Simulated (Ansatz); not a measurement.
# SnSe2: the cost of one run

Method: DFT LDA+D3(BJ), scalar-relativistic, plane waves, PAW, in Ansatz 0.2.0.

The COD entry's cell or inner coordinates are ideal or old and differ from later refinements, so a difference from it is no clean test against experiment.

16 further runs of the same task are left out: 16 set aside as unsound or not needed.

**1. The starting structure**

Symmetry: P-3m1, No. 164, trigonal system. Conventional cell: a = 3.780 Å, b = 3.780 Å, c = 5.540 Å, α = 90.00°, β = 90.00°, γ = 120.00°. Around Sn (site symmetry -3m) lie 6 Se at 2.69 Å. Se (site symmetry 3m) is surrounded by 3 Sn at 2.69 Å.

Coordinates:

```
CELL_PARAMETERS angstrom
3.78036 0.00000 0.00000
-1.89018 3.27389 0.00000
0.00000 0.00000 5.54050
ATOMIC_POSITIONS crystal
Sn 0.00000 0.00000 0.00000
Se 0.33333 0.66667 0.28422
Se 0.66667 0.33333 0.71578
```

This cell was relaxed beforehand with the same method: volume 22.86 Å³/atom, gap on the mesh none (metal).

**2. What is varied**

The energy is mapped over the lattice constants a and c of the conventional cell.

The axes are (1) lattice constant a (and b): 7 values from 3.516 to 4.045 Å; (2) lattice constant c: 7 values from 4.743 to 6.338 Å.

Nothing else is relaxed (fractional coordinates fixed). Energies count from the relaxed crystal. Points are written as (first, second).

**3. Grid point (3.604 Å, 5.806 Å)**

Contents of input.yaml:

```yaml
crystal:
  lattice:
    - [3.6039, 0.0, 0.0]
    - [-1.80195, 3.1210689527, 0.0]
    - [0.0, 0.0, 5.8064]
  atoms:
    - { symbol: Sn, position: [0.0, 0.0, 0.0] }
    - { symbol: Se, position: [0.3333333333, 0.6666666667, 0.2842220663] }
    - { symbol: Se, position: [0.6666666667, 0.3333333333, 0.7157779337] }
basis:
  ecutwfc: 420
kpoints:
  mp_grid: { grid: [12, 12, 8] }
hamiltonian:
  xc: lda
  pseudopotentials: { kind: paw }
  dispersion: d3bj
scf:
  occupations: { method: gaussian, width: 0.15 }
output:
  forces: true
  stress: true
  eigenvalues: true
  write_density: true
  write_potential: true
  elf: true
  volumetric_format: npy
```

The run is started by

```sh
> ansatz run input.yaml --threads 1 --pin off --max-ram 2048MiB --backend cpu --events-out ev --progress --plain --runs-dir out
```

What time and memory should one allow on 1 thread of Arm Neoverse N1, shared host?

About 30 s, with a peak of 0.44 GiB.
